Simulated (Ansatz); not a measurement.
The system is CsLiCr2Te2S3.

```xyz
9
Lattice="3.6036 0.0000 0.0000 -1.8018 3.1208 0.0000 0.0000 0.0000 19.0665" Properties=species:S:1:pos:R:3 pbc="T T T"
Cs    0.0000    0.0000    7.1307
Li    1.8018    1.0403    0.3064
Cr    0.0000    0.0000   16.5187
Cr    0.0000    2.0805    3.2095
Te    0.0000    2.0805   10.2751
Te    1.8018    1.0403   14.7338
S     0.0000    0.0000    1.9124
S     0.0000    2.0805   17.7166
S     1.8018    1.0403    4.4631
```

The cell was built by a generator and needn't be a form met in nature.

- Program: Ansatz 0.2.0
- Task: relaxation of cell and atoms
- Functional: PBE
- Dispersion: D4
- Potentials or basis: Ansatz PAW
- Cutoff: 420 eV (not typed: the program's choice for these potentials)
- k mesh: 6 × 6 × 1
- Occupations: fermi-dirac, width 0.05 eV
- Spin: collinear spin, ferromagnetic start
- Starting moments: [0.0, 0.0, 3.0, 3.0, 0.0, 0.0, 0.0, 0.0, 0.0] μB

At the start: volume 23.82 Å³/atom.

How do energy, volume and symmetry change on relaxing?

It ends after 7 steps and the volume is 21.75 Å³/atom (-8.7 %); space group P3m1 (No. 156, to 0.05 Å); moment 5.68 μB per cell.

The path:
```tsv
step	energy change (eV)	largest force (eV/Å)	volume (Å³)
1	0.0000	0.1302	214.42
2	-0.1062	0.1503	202.26
3	-0.1473	0.0879	195.37
4	-0.1515	0.0258	194.29
5	-0.1525	0.0487	196.09
6	-0.1529	0.0095	195.78
7	-0.1509	0.0097	195.78
```

Final structure:
```
Cs Li Cr Te S
1.0
     3.55911    0.00000    0.00000
    -1.77956    3.08228    0.00000
     0.00000    0.00000   17.84697
Cs Li Cr Te S
1 1 2 2 3
Direct
  0.00000 0.00000 0.38704
  0.66667 0.33333 0.01032
  0.00000 0.00000 0.85567
  0.33333 0.66667 0.16946
  0.33333 0.66667 0.56206
  0.66667 0.33333 0.75651
  0.00000 0.00000 0.09696
  0.33333 0.66667 0.92225
  0.66667 0.33333 0.23974
```

Caveat: the plane-wave basis is chosen anew once the cell has moved, so the energies of steps on either side of that aren't comparable; only a ferromagnetic start was run, and an antiferromagnetic order may lie lower in energy; pairwise dispersion overbinds metals, which lowers pressure and volume.
